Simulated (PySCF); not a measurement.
# PrOF: other functionals and bases at one geometry

The task here is to estimate one member of a computed series from the others.

The runs use PySCF 2.14.0; several levels, as the steps say, no spin–orbit coupling.

1 further run of the same task is left out (for a known fault of the program).

**Starting geometry**

3 atoms, charge 0, spin multiplicity 1.

Bond lengths: Pr1–O2 1.882 Å, Pr1–F3 2.112 Å. Angles: O2–Pr1–F3 110.0°.

Coordinates:

```mol
FOPr
  3D, bonds by distance, orders not assigned

  3  2  0  0  0  0  0  0  0  0999 V2000
    0.0441    0.0000   -0.3779 Pr  0  0
    1.5696    0.0000    0.7241 O   0  0
   -1.7030    0.0000    0.8083 F   0  0
  1  2  8  0
  1  3  8  0
M  END
```

Formal oxidation states: Pr +3. Each metal's 2 4f electrons lie in its core potential, so multiplicities, spins and levels count the valence alone. An earlier session relaxed this geometry at PBE0, Pr lcecp-1-SVP with ECP48, O def2-SVP, F def2-SVP (singlet, point group Cs).

At PBE0 on the finer grid: E = -207.720068 Eh, HOMO -6.61 eV, LUMO -1.96 eV, Mulliken charge on Pr1 +0.92 e, largest force component 0.030 eV/Å. 

Levels to run: B3LYP; PBE; PBE0, TZVP. Hardware: 2 threads of Arm Neoverse V1, shared host.

Set-up of the first run:

Contents of run.py (the lines that set the calculation):

```python
mol = gto.M(atom='''
Pr     0.04407     0.00000    -0.37785
O      1.56956     0.00000     0.72409
F     -1.70296     0.00000     0.80825''',
    basis={'Pr': 'lcecp-1-SVP', 'O': 'def2-SVP', 'F': 'def2-SVP'},
    ecp={'Pr': 'lcecp-1-SVP'},
    charge=0, spin=0)
mf = dft.RKS(mol, xc='B3LYP')
mf.grids.atom_grid = (75, 302)  # f atoms: unpruned, at least (60, 302)
mf = mf.density_fit()  # fitting sets: Pr AutoAux, O def2-universal-JKFIT, F def2-universal-JKFIT
mf.conv_tol = 1e-08; mf.max_cycle = 55
mf.kernel(dm0)  # dm0: the density of the relaxed state
```

Launch:

```sh
> OMP_NUM_THREADS=2 python run.py
```

Steps of the session up to this table: B3LYP; PBE; PBE0, TZVP.

One table of the session follows, with a row left open; its other results are not shown here.

| level | HOMO (eV) | gap (eV) | charge on Pr1 (e) | dipole (D) | largest force component (eV/Å) |
| --- | --- | --- | --- | --- | --- |
| PBE0 (relaxed here) | -6.61 | 4.64 | 0.92 | 7.49 | 0.03 |
| B3LYP | ? | ? | ? | ? | ? |
| PBE | -5.22 | 2.66 | 0.76 | 6.88 | 0.69 |
| PBE0, TZVP | -6.60 | 4.65 | 1.27 | 7.75 | 0.32 |

Estimate the missing values for B3LYP.

The run gave: HOMO (eV): -6.36; gap (eV): 4.08; charge on Pr1 (e): 0.88; dipole (D): 7.40; largest force component (eV/Å): 0.48. In the column «HOMO (eV)» it lies between PBE0, TZVP (-6.60) and PBE (-5.22).

In one basis the HOMO–LUMO gap runs from 2.66 eV (PBE) to 4.64 eV (PBE0). The largest leftover force, 0.69 eV/Å with PBE, stands at a geometry relaxed at another level. With 4f in the core, its levels are missing from HOMO and gap, and its count is fixed, so no charge can pass from the ligands into it. Total energies of different levels can't be compared.
